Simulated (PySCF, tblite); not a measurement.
**C3H10GeO2Si: geometry, infrared bands and NMR shifts**

Wanted: the infrared bands and NMR shifts of C3H10GeO2Si (`C[O][GeH2][SiH]1COC1`), by calculation.

The runs use tblite 0.8.0 and PySCF 2.14.0, with density-fitted response routines of our own; the level of theory stands in each step. All values are computed, except where a source is named. Atoms count from 0, in the outputs and in this text.

**1. Starting geometry**

17 atoms, charge 0, multiplicity 1; geometry from: force field or distance geometry start.

Bonds of the start (Å): C0–O1 1.42, O1–Ge2 1.77, Ge2–Si3 2.29, Si3–C4 1.89, C4–O5 1.38, O5–C6 1.40, C6–Si3 1.83, C0–H7 1.12, C0–H8 1.12, C0–H9 1.10, Ge2–H10 1.54, Ge2–H11 1.56, Si3–H12 1.45, C4–H13 1.12, C4–H14 1.12, C6–H15 1.09, C6–H16 1.11.

**2. Optimising the geometry with GFN2-xTB**

What the job is given:

```
{"job": {"kind": "relax", "xc": "GFN2-xTB", "basis": "xTB"}, "charge": 0, "multiplicity": 1}
C      3.090700     0.549700     0.669400
O      1.777500     0.900500     0.262000
Ge     0.982300    -0.563300    -0.322000
Si    -1.282300    -0.368900    -0.600100
C     -2.147600    -0.656800     1.057800
O     -1.917500     0.656000     1.423400
C     -2.138700     1.091500     0.107300
H      3.085200    -0.026500     1.629400
H      3.738800     1.454200     0.773600
H      3.589400    -0.101300    -0.060400
H      1.618600    -1.025400    -1.645600
H      1.237100    -1.691300     0.720100
H     -1.896000    -1.036500    -1.726000
H     -1.552100    -1.405300     1.632700
H     -3.225200    -0.929400     0.934000
H     -1.738800     2.086300    -0.098100
H     -3.228400     1.078700    -0.118000
```

The run is started by

```console
> OMP_NUM_THREADS=1 python probes_run.py task.json out
```

This one command runs all jobs of the session in turn.

**Question.** This job is followed by: GFN2-xTB harmonic vibrations, gas phase; GIAO PBE0/pcSseg-1 NMR shielding, non-relativistic, gas phase. What will the session give for the following? strongest single infrared mode (GFN2-xTB); zero-point energy (GFN2-xTB); 13C shifts against TMS (PBE0/pcSseg-1, means over atoms taken as alike); 1H shifts against TMS (PBE0/pcSseg-1, means over atoms taken as alike); 17O shifts against H2O (PBE0/pcSseg-1); 73Ge shifts against GeMe4 (PBE0/pcSseg-1); 29Si shifts against TMS (PBE0/pcSseg-1).

As calculated:

| quantity | value |
| --- | --- |
| strongest single infrared mode (GFN2-xTB) | 1801 cm⁻¹, 654 km/mol |
| zero-point energy (GFN2-xTB) | 74.7 kcal/mol |
| 13C shifts against TMS (PBE0/pcSseg-1, means over atoms taken as alike) | 66.0, 60.2 ppm |
| 1H shifts against TMS (PBE0/pcSseg-1, means over atoms taken as alike) | 5.75, 5.46, 4.72, 4.56, 3.66 ppm |
| 17O shifts against H2O (PBE0/pcSseg-1) | 27.4, -15.6 ppm |
| 73Ge shifts against GeMe4 (PBE0/pcSseg-1) | -59 ppm |
| 29Si shifts against TMS (PBE0/pcSseg-1) | -6.0 ppm |

In words: Over 288 steps the energy fell by 1.070 eV; of the close pairs, Si3–C6 changed most, 1.835 to 1.927 Å. All 45 modes are real, so the xTB geometry is a minimum. The strongest single mode, at 1801 cm⁻¹, moves mainly H11 and H10. Unscaled tight-binding wavenumbers are off by several per cent, some by more. Its intensities can rank the bands wrongly. C4, C6 (mean) (sp3 CH2 bonded to O and Si) lies farthest downfield among carbon, at 66.0 ppm; pulled downfield by the heteroatom. At PBE0/pcSseg-1: The widest tensor belongs to Ge2: span 421 ppm, with a paramagnetic part of -1369 ppm. Spin-orbit coupling is left out, which matters for shieldings and couplings at and beside the heavy atoms.
